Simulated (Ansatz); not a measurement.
# doublet CH6SeSn+ at 4 levels

Wanted: a comparison of 4 runs (UHF/3-21G, UHF/def2-SVP, U-revPBE/def2-SVP, UCCSD(T)/def2-SVP) of doublet CH6SeSn+. 

Program for the calculation: Ansatz 0.2.0.

26 further runs of the same task are left out: 26 set aside as unsound or not needed.

## (1) The molecule

CH6SeSn+ has 9 atoms, charge +1, and is taken as a doublet. SMILES of the parent species: `[CH3][SnH2][SeH]`. The coordinates come from a PBE0-D4/def2-TZVP relaxation. This is one conformer, not always the lowest. That shape belongs to the parent species and isn't relaxed for this state.

Bond lengths: C1–Sn2 2.136 Å, Sn2–Se3 2.540 Å, C1–H4 1.089 Å, C1–H5 1.090 Å, C1–H6 1.091 Å, Sn2–H7 1.710 Å, Sn2–H8 1.707 Å, Se3–H9 1.469 Å. Some angles: C1–Sn2–Se3 109.5°, C1–Sn2–H7 111.1°, C1–Sn2–H8 112.0°, Se3–Sn2–H7 109.1°, Se3–Sn2–H8 104.3°, Sn2–C1–H4 109.3°, Sn2–C1–H5 109.6°, Sn2–C1–H6 110.1°, Sn2–Se3–H9 92.2°, H7–Sn2–H8 110.6°.

## (2) The energy at UHF/3-21G (run 1)

run.yaml reads:

```yaml
crystal:
  periodic: [false, false, false]
  atoms:
    - {symbol: C, position_ang: [-0.174500, 1.157500, -0.743700]}
    - {symbol: Sn, position_ang: [0.300500, -0.850100, -0.190700]}
    - {symbol: Se, position_ang: [0.644400, -0.976600, 2.322400]}
    - {symbol: H, position_ang: [0.629100, 1.819800, -0.423700]}
    - {symbol: H, position_ang: [-1.102000, 1.460200, -0.258200]}
    - {symbol: H, position_ang: [-0.295900, 1.229200, -1.825300]}
    - {symbol: H, position_ang: [-0.953000, -1.923600, -0.638000]}
    - {symbol: H, position_ang: [1.791400, -1.359500, -0.847800]}
    - {symbol: H, position_ang: [-0.751400, -0.603200, 2.587900]}
basis:
  gaussian:
    orbitals: 3-21G-spherical.json
total_charge: 1
magnetization:
  spin_polarized: true
  initial_magnetization: 1
hamiltonian:
  xc: hf
accuracy: high
output: {orbitals: {seedname: orbitals}}
```

The basis set 3-21G is read from a file made from the Basis Set Exchange's data (not shown).

Command:

```bash
$ ansatz run run.yaml --threads 1 --pin off --max-ram 2610MiB --events-out events.jsonl --progress --plain --runs-dir runs
```

Output:

```text
Warning: RAYON_NUM_THREADS=1 ignored (pool sized by the plan → 1); use --threads N
Functional definition: HF
  name "HF"
  exchange = exact_x
  correlation = 0
1484 factors; integrals over basis functions are off by at most 1.7e-8 eV
mean field evaluation 1: about -229269.4602 eV, gradient 2.0e1 eV
mean field evaluation 2: about -229269.6520 eV, gradient 2.0e1 eV
mean field evaluation 4: about -229272.1303 eV, gradient 1.5e0 eV
mean field evaluation 8: about -229272.1871 eV, gradient 2.2e-1 eV
mean field evaluation 16: about -229272.1905 eV, gradient 1.8e-6 eV
mean field evaluation 32: about -229270.8386 eV, gradient 6.4e-1 eV
mean field evaluation 64: about -229271.9622 eV, gradient 4.6e-1 eV
mean field -229272.19047137 eV, -8425.5975935507 hartree, gradient 6.3e-8 eV, S^2 0.757144; 0 other end points of the search recorded, 0 dependent functions left out
reference -229272.19047137 eV, -8425.5975935507 hartree; 48, 47 occupied and 26, 27 virtual orbitals, 1484 factors
Total energy: -229272.19047137 eV, -8425.5975935507 hartree
```

It took 7.5 s on 1 thread of Arm Neoverse V1, shared host; peak memory 0.3 GiB.

## (3) The energy at UHF/def2-SVP (core potential) (run 2)

job.yaml reads:

```yaml
crystal:
  periodic: [false, false, false]
  atoms:
    - {symbol: C, position_ang: [-0.174500, 1.157500, -0.743700]}
    - {symbol: Sn, position_ang: [0.300500, -0.850100, -0.190700]}
    - {symbol: Se, position_ang: [0.644400, -0.976600, 2.322400]}
    - {symbol: H, position_ang: [0.629100, 1.819800, -0.423700]}
    - {symbol: H, position_ang: [-1.102000, 1.460200, -0.258200]}
    - {symbol: H, position_ang: [-0.295900, 1.229200, -1.825300]}
    - {symbol: H, position_ang: [-0.953000, -1.923600, -0.638000]}
    - {symbol: H, position_ang: [1.791400, -1.359500, -0.847800]}
    - {symbol: H, position_ang: [-0.751400, -0.603200, 2.587900]}
basis:
  gaussian:
    orbitals: def2-SVP
total_charge: 1
magnetization:
  spin_polarized: true
  initial_magnetization: 1
hamiltonian:
  xc: hf
accuracy: high
output:
  orbitals: {seedname: orbitals}
```

Command:

```bash
$ ansatz run job.yaml --threads 1 --pin off --max-ram 2610MiB --events-out events.jsonl --progress --plain --runs-dir runs
```

Output:

```text
Warning: RAYON_NUM_THREADS=1 ignored (pool sized by the plan → 1); use --threads N
[... 4 set-up lines as earlier in the session ...]
2313 factors; integrals over basis functions are off by at most 1.4e-8 eV
mean field evaluation 1: about -72213.7797 eV, gradient 2.4e1 eV
mean field evaluation 2: about -72213.8595 eV, gradient 2.3e1 eV
mean field evaluation 4: about -72217.3453 eV, gradient 2.1e0 eV
mean field evaluation 8: about -72217.4300 eV, gradient 3.2e-1 eV
mean field evaluation 16: about -72217.4355 eV, gradient 5.1e-7 eV
mean field evaluation 32: about -72216.0851 eV, gradient 1.2e0 eV
mean field evaluation 64: about -72217.3364 eV, gradient 6.4e-1 eV
mean field -72217.43550574 eV, -2653.9418040999 hartree, gradient 3.0e-8 eV, S^2 0.761347; 0 other end points of the search recorded, 0 dependent functions left out
reference -72217.43550574 eV, -2653.9418040999 hartree; 34, 33 occupied and 68, 69 virtual orbitals, 2313 factors
Total energy: -72217.43550574 eV, -2653.9418040999 hartree
```

Wall time 12 s (1 thread of Arm Neoverse V1, shared host); peak memory 0.47 GiB.

Run 3 isn't shown in full; the table further down has it.

## (4) A single-point energy at UCCSD(T)/def2-SVP (core potential) (run 4)

in.yaml reads:

```yaml
crystal:
  periodic: [false, false, false]
  atoms:
    - {symbol: C, position_ang: [-0.174500, 1.157500, -0.743700]}
    - {symbol: Sn, position_ang: [0.300500, -0.850100, -0.190700]}
    - {symbol: Se, position_ang: [0.644400, -0.976600, 2.322400]}
    - {symbol: H, position_ang: [0.629100, 1.819800, -0.423700]}
    - {symbol: H, position_ang: [-1.102000, 1.460200, -0.258200]}
    - {symbol: H, position_ang: [-0.295900, 1.229200, -1.825300]}
    - {symbol: H, position_ang: [-0.953000, -1.923600, -0.638000]}
    - {symbol: H, position_ang: [1.791400, -1.359500, -0.847800]}
    - {symbol: H, position_ang: [-0.751400, -0.603200, 2.587900]}
basis:
  gaussian: {orbitals: def2-SVP}
total_charge: 1
magnetization: {spin_polarized: true, initial_magnetization: 1}
correlation: {method: ccsd_t, frozen_orbitals: {C: 1, H: 0, Se: 9, Sn: 4}}
accuracy: high
scf: {omitted_lower_state_checks: [cluster_reference, increment]}
```

Command:

```bash
$ ansatz run in.yaml --threads 1 --pin off --max-ram 2610MiB --events-out events.jsonl --progress --plain --runs-dir runs
```

Output:

```text
Warning: RAYON_NUM_THREADS=1 ignored (pool sized by the plan → 1); use --threads N
[... 12 lines left out ...]
14 core orbitals not correlated: weight in the atoms' cores, before any rotation towards them, 1.000 or more for the frozen orbitals, at most 0.000 for the correlated occupied ones
[... 32 lines left out ...]
Total energy: -72231.94788814 eV, -2654.4751243162 hartree
Checks for a lower state left out: cluster_reference, increment
```

Wall time 4.9 min (1 thread of Arm Neoverse V1, shared host); peak memory 1.7 GiB.

## (5) All runs side by side

```
run                               level  core potential  frozen core orbitals   energy (Eh)  HOMO energy (eV)  LUMO energy (eV)   ⟨S²⟩  wall time
  1                           UHF/3-21G            none                     –  -8425.597594            -16.02             -7.08  0.757      7.5 s
  2       UHF/def2-SVP (core potential)        def2-SVP                     –  -2653.941804            -15.95             -6.80  0.761       12 s
  3  U-revPBE/def2-SVP (core potential)        def2-SVP                     –  -2656.765766            -12.42            -11.51  0.753       18 s
  4  UCCSD(T)/def2-SVP (core potential)        def2-SVP                    14  -2654.475124                 –                 –  0.761    4.9 min
```

## (6) Results

| quantity | value |
| --- | --- |
| run 4: total energy | -2654.47512 Eh |
| run 4: correlation energy (14 core orbitals frozen) | -533.3 mEh |
| run 4: (T) correction | -14.13 mEh |
| run 4: ⟨S²⟩ of the reference determinant | 0.761 |
| run 4: T1 diagnostic | 0.013 |

In words: Some runs of one species differ in core potentials or relativity; totals across that change don't compare. In run 1 relativity is left out where basis or elements ask for it. All runs together took 5.5 min, the longest 4.9 min.
